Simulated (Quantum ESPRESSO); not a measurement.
## PbO2: equation of state with LDA

Crystal: PbO2.

```
Pb O
1.0
     4.99496    0.00000    0.00000
     0.00000    4.99496    0.00000
     0.00000    0.00000    3.40900
Pb O
2 4
Direct
  0.50000 0.50000 0.50000
  0.00000 0.00000 0.00000
  0.69257 0.69257 0.00000
  0.80743 0.19257 0.50000
  0.19257 0.80743 0.50000
  0.30743 0.30743 0.00000
```

The cell is a database's computed one.

* Program: Quantum ESPRESSO 7.5
* Task: equation of state
* Functional: LDA
* Potentials or basis: GBRV 1.5 LDA
* Cutoff: 612 eV
* Density cutoff: 4898 eV
* k mesh: 6 × 6 × 8
* Occupations: fermi-dirac, width 0.05 eV
* Spin: no spin polarisation

```yaml
Equilibrium_volume: 13.77 Å³/atom
Bulk_modulus_at_fixed_shape_and_positions: 154 GPa
Pressure_derivative_of_the_bulk_modulus: 5.1
```

Energy against volume, from the lowest point:
| volume (Å³/atom) | energy (meV/atom) |
| --- | --- |
| 13.325 | 6.76 |
| 13.609 | 0.35 |
| 13.892 | 0.00 |
| 14.176 | 4.94 |
| 14.459 | 14.56 |
| 14.743 | 28.34 |
| 15.026 | 45.73 |

All runs of the series together: 6 min on 2 threads of Arm Neoverse V2, on a shared host.

Caveat: the cell was scaled at fixed shape and fractional positions, which overstates the stiffness of a crystal with free parameters, most of all of layers and chains. Spin-orbit coupling is left out, which matters for the levels of Pb.
